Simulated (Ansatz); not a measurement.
# CdSe: the cost of one run

Program: Ansatz 0.2.0. Level of theory: DFT PBE, scalar-relativistic, plane waves, PAW, and further levels as typed in the inputs. These are calculated values, not measurements.

## 1. The starting structure

Symmetry: P6_3mc, No. 186, hexagonal system. The conventional cell has a = 4.299 Å, b = 4.299 Å, c = 7.052 Å, α = 90.00°, β = 90.00°, γ = 120.00°. Cd (site symmetry 3m) has 4 Se at 2.63 to 2.65 Å as nearest neighbours. Se (site symmetry 3m) is surrounded by 4 Cd at 2.63 to 2.65 Å.

Structure file:

```cif
data_structure
_symmetry_space_group_name_H-M 'P6_3mc'
_symmetry_Int_Tables_number 186
_cell_length_a 4.2990
_cell_length_b 4.2990
_cell_length_c 7.0521
_cell_angle_alpha 90.000
_cell_angle_beta 90.000
_cell_angle_gamma 120.000
_cell_volume 112.87
loop_
_atom_site_label
_atom_site_type_symbol
_atom_site_symmetry_multiplicity
_atom_site_Wyckoff_symbol
_atom_site_fract_x
_atom_site_fract_y
_atom_site_fract_z
_atom_site_occupancy
Cd1 Cd 2 b 0.33333 0.66667 0.00000 1
Se1 Se 2 b 0.33333 0.66667 0.37600 1
```

## 2. Relaxing the atoms: CdSe, no spin

The input, input.yaml:

```yaml
crystal:
  lattice:
    - [4.299, 0.0, 0.0]
    - [-2.1495, 3.72304321, 0.0]
    - [0.0, 0.0, 7.05206]
  atoms:
    - { symbol: Cd, position: [0.3333333333, 0.6666666667, 0.0] }
    - { symbol: Cd, position: [0.6666666667, 0.3333333333, 0.5] }
    - { symbol: Se, position: [0.3333333333, 0.6666666667, 0.376] }
    - { symbol: Se, position: [0.6666666667, 0.3333333333, 0.876] }
scf:
  occupations: { method: gaussian, width: 0.05 }
output:
  forces: true
  stress: true
hamiltonian:
  xc: pbe
kpoints:
  mp_grid: { grid: [8, 8, 5] }
relax:
  f_tol: 0.003
```

The run is started by

```sh
$ ansatz run input.yaml --threads 8 --pin off --max-ram 16384MiB --backend cpu --events-out ev --progress --plain --runs-dir out
```

**Question.** How long does this run take on 8 threads of Arm Neoverse V1, shared host, and how much memory does it need?

About 4.1 s, with a peak of 0.55 GiB.
